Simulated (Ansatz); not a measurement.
# C3H7FSi: the cost of one run

Computed with Ansatz 0.2.0, Gaussian basis. Level: functionals in def2-TZVPP, the program's frozen cores in correlated methods.

The runs, in order: PBE-D4, r2SCAN-D4, PBE0-D4, B3LYP-D4, ωB97X-V, ωB97M-V, B2PLYP; CCSD(T)/def2-TZVPP; MP2/def2-QZVPP; extrapolation to the limit.

### Step 1. The relaxed structure

The geometry comes from an earlier relaxation with PBE0-D4 in a triple-zeta def2 set; it is a stationary point, not always the lowest conformer.

SMILES `C=C(F)C[SiH3]`, 12 atoms, charge 0, spin multiplicity 1.

Atoms are counted from 1 here; the program's logs count them from 0.

Bond lengths: C1–C2 1.322 Å, C1–H6 1.080 Å, C1–H7 1.081 Å, C2–F3 1.348 Å, C2–C4 1.480 Å, C4–Si5 1.893 Å, C4–H8 1.092 Å, C4–H9 1.095 Å, Si5–H10 1.484 Å, Si5–H11 1.487 Å, Si5–H12 1.486 Å. Angles: C2–C1–H6 120.0°, C2–C1–H7 120.8°, H6–C1–H7 119.2°, C1–C2–F3 119.2°, C1–C2–C4 128.9°, F3–C2–C4 111.9°, C2–C4–Si5 113.3°, C2–C4–H8 109.6°, C2–C4–H9 109.6°, Si5–C4–H8 108.2°, Si5–C4–H9 108.2°, H8–C4–H9 107.7°, C4–Si5–H10 111.0°, C4–Si5–H11 108.6°, C4–Si5–H12 109.5°, H10–Si5–H11 109.1°, H10–Si5–H12 109.5°, H11–Si5–H12 109.2°.

### Step 2. PBE-D4 (GGA)

in.yaml reads:

```yaml
crystal:
  periodic: [false, false, false]
  atoms:
    - {symbol: C, position_ang: [-0.002703, 1.826939, 1.026774]}
    - {symbol: C, position_ang: [0.361973, 0.568116, 0.851935]}
    - {symbol: F, position_ang: [1.633286, 0.208432, 1.121036]}
    - {symbol: C, position_ang: [-0.440283, -0.570407, 0.352412]}
    - {symbol: Si, position_ang: [0.076900, -1.151177, -1.373601]}
    - {symbol: H, position_ang: [-1.019350, 2.128708, 0.820362]}
    - {symbol: H, position_ang: [0.705769, 2.565830, 1.375286]}
    - {symbol: H, position_ang: [-1.494621, -0.288334, 0.315809]}
    - {symbol: H, position_ang: [-0.345329, -1.417300, 1.040666]}
    - {symbol: H, position_ang: [1.497539, -1.579024, -1.386268]}
    - {symbol: H, position_ang: [-0.780674, -2.301768, -1.763813]}
    - {symbol: H, position_ang: [-0.115606, -0.045214, -2.346498]}
basis:
  gaussian: {orbitals: def2-TZVPP}
hamiltonian: {xc: pbe, dispersion: d4}
output: {forces: true, orbitals: {seedname: orbitals}}
```

Run with:

```sh
ansatz run in.yaml --threads 4 --pin off --events-out ev --progress --plain --max-ram 10444MiB
```

Q: Estimate wall time and peak memory on 4 threads of Arm Neoverse V1, shared host.

About 3.1 s, with a peak of 0.34 GiB.
